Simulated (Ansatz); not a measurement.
**C₄H₁₀Si: how energies converge with the basis set**

Aim: see how fast density functionals converge with the basis set for C₄H₁₀Si.

Computed with Ansatz 0.2.0, Gaussian basis. Level: one geometry, several basis sets.

The runs, in order: PBE0-D4/def2-SVP; ωB97M-V/def2-SVP; PBE0-D4/def2-QZVPP; ωB97M-V/def2-QZVPP; the functionals' def2-TZVPP values are taken from earlier runs.

## 1. The relaxed structure

All runs share one geometry, relaxed beforehand with PBE0-D4 in a triple-zeta def2 set.

SMILES `C=C([SiH3])CC`, 15 atoms, charge 0, spin multiplicity 1.

Atoms are counted from 1 here; the program's logs count them from 0.

Bond lengths: C1–C2 1.333 Å, C1–H6 1.089 Å, C1–H7 1.085 Å, C2–Si3 1.871 Å, C2–C4 1.504 Å, Si3–H8 1.490 Å, Si3–H9 1.486 Å, Si3–H10 1.489 Å, C4–C5 1.524 Å, C4–H11 1.095 Å, C4–H12 1.097 Å, C5–H13 1.092 Å, C5–H14 1.092 Å, C5–H15 1.093 Å. Angles: C2–C1–H6 121.4°, C2–C1–H7 122.3°, H6–C1–H7 116.3°, C1–C2–Si3 118.8°, C1–C2–C4 121.5°, Si3–C2–C4 119.7°, C2–Si3–H8 110.1°, C2–Si3–H9 109.2°, C2–Si3–H10 112.1°, H8–Si3–H9 109.5°, H8–Si3–H10 107.2°, H9–Si3–H10 108.7°, C2–C4–C5 113.3°, C2–C4–H11 109.1°, C2–C4–H12 109.0°, C5–C4–H11 109.8°, C5–C4–H12 108.8°, H11–C4–H12 106.5° and more.

Geometry (Å):

```xyz
15
charge 0, multiplicity 1
C     0.1089    1.0573    1.6451
C    -0.2021    0.2882    0.6023
Si   -1.6244    0.7987   -0.5014
C     0.5535   -0.9776    0.3057
C     1.2578   -0.9577   -1.0461
H     0.9231    0.7964    2.3193
H    -0.4312    1.9705    1.8732
H    -2.5887   -0.3272   -0.6491
H    -2.3146    1.9683    0.1016
H    -1.1663    1.1678   -1.8689
H     1.2849   -1.1539    1.1018
H    -0.1436   -1.8241    0.3294
H     1.9689   -0.1304   -1.1024
H     1.8040   -1.8885   -1.2130
H     0.5479   -0.8386   -1.8686
```

## 2. PBE0-D4 in def2-SVP

in.yaml reads:

```yaml
crystal:
  periodic: [false, false, false]
  atoms:
    - {symbol: C, position_ang: [0.108945, 1.057262, 1.645123]}
    - {symbol: C, position_ang: [-0.202093, 0.288210, 0.602313]}
    - {symbol: Si, position_ang: [-1.624441, 0.798679, -0.501362]}
    - {symbol: C, position_ang: [0.553519, -0.977607, 0.305704]}
    - {symbol: C, position_ang: [1.257759, -0.957659, -1.046126]}
    - {symbol: H, position_ang: [0.923060, 0.796441, 2.319326]}
    - {symbol: H, position_ang: [-0.431204, 1.970481, 1.873248]}
    - {symbol: H, position_ang: [-2.588704, -0.327219, -0.649061]}
    - {symbol: H, position_ang: [-2.314613, 1.968318, 0.101631]}
    - {symbol: H, position_ang: [-1.166284, 1.167783, -1.868858]}
    - {symbol: H, position_ang: [1.284918, -1.153912, 1.101766]}
    - {symbol: H, position_ang: [-0.143553, -1.824146, 0.329402]}
    - {symbol: H, position_ang: [1.968935, -0.130389, -1.102353]}
    - {symbol: H, position_ang: [1.803977, -1.888509, -1.212984]}
    - {symbol: H, position_ang: [0.547879, -0.838633, -1.868571]}
basis:
  gaussian: {orbitals: def2-SVP}
hamiltonian: {xc: pbe0, dispersion: d4}
output: {orbitals: {seedname: orbitals}}
```

On the command line:

```sh
$ ansatz run in.yaml --threads 4 --pin off --events-out ev --progress --plain --max-ram 10444MiB
```

The runs that follow: ωB97M-V in def2-SVP; PBE0-D4 in def2-QZVPP; ωB97M-V in def2-QZVPP.

Q: Predict the results of all the runs planned. Wanted: PBE0-D4: double and triple zeta above quadruple; ωB97M-V: double and triple zeta above quadruple.

The runs gave:

| quantity | value |
| --- | --- |
| PBE0-D4: double and triple zeta above quadruple | 7.92, 0.51 eV |
| ωB97M-V: double and triple zeta above quadruple | 8.23, 0.48 eV |

In words: PBE0-D4 gains 7.40 eV from double to triple zeta, then 0.51 eV more. These are total energies; as a rule much of such shifts cancels in differences, which this series doesn't test.
